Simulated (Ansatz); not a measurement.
# Te (hcp type): the cost of one run

Program: Ansatz 0.2.0. Level of theory: DFT, PBEsol, PAW with Ansatz's default frozen-core files, scalar-relativistic. These are calculated values, not measurements.

**1. The starting structure**

The structure is hexagonal, space group P6_3/mmc (No. 194). Conventional cell: a = 3.458 Å, b = 3.458 Å, c = 5.602 Å, α = 90.00°, β = 90.00°, γ = 120.00°. Te (site symmetry -6m2) has 12 Te at 3.44 to 3.46 Å as nearest neighbours.

As a file:

```
CELL_PARAMETERS angstrom
3.45775 0.00000 0.00000
-1.72888 2.99450 0.00000
0.00000 0.00000 5.60156
ATOMIC_POSITIONS crystal
Te 0.33333 0.66667 0.25000
Te 0.66667 0.33333 0.75000
```

Whether this phase is the stable one at these pressures isn't tested.

Atoms are numbered in the order of the input: Te1, Te2.

**2. Cell relaxed at zero pressure, PAW**

File input.yaml:

```yaml
crystal:
  lattice:
    - [3.4577541861, 0.0, 0.0]
    - [-1.7288770931, 2.9945029652, 0.0]
    - [0.0, 0.0, 5.6015617816]
  atoms:
    - { symbol: Te, position: [0.3333333333, 0.6666666667, 0.25] }
    - { symbol: Te, position: [0.6666666667, 0.3333333333, 0.75] }
kpoints:
  mp_grid: { grid: [14, 14, 8] }
scf:
  occupations: { method: fermi_dirac, width: 0.08 }
hamiltonian:
  xc: pbesol
  pseudopotentials: { kind: paw }
output:
  forces: true
  stress: true
relax:
  f_tol: 0.005
  max_steps: 40
  cell: {}
```

Started as:

```
$ ansatz run input.yaml --threads 1 --pin off --max-ram 2048MiB --backend cpu --events-out ev --progress --plain --runs-dir out
```

Q: Estimate wall time and peak memory on 1 thread of Arm Neoverse N1, shared host.

About 1.9 min, with a peak of 0.44 GiB.
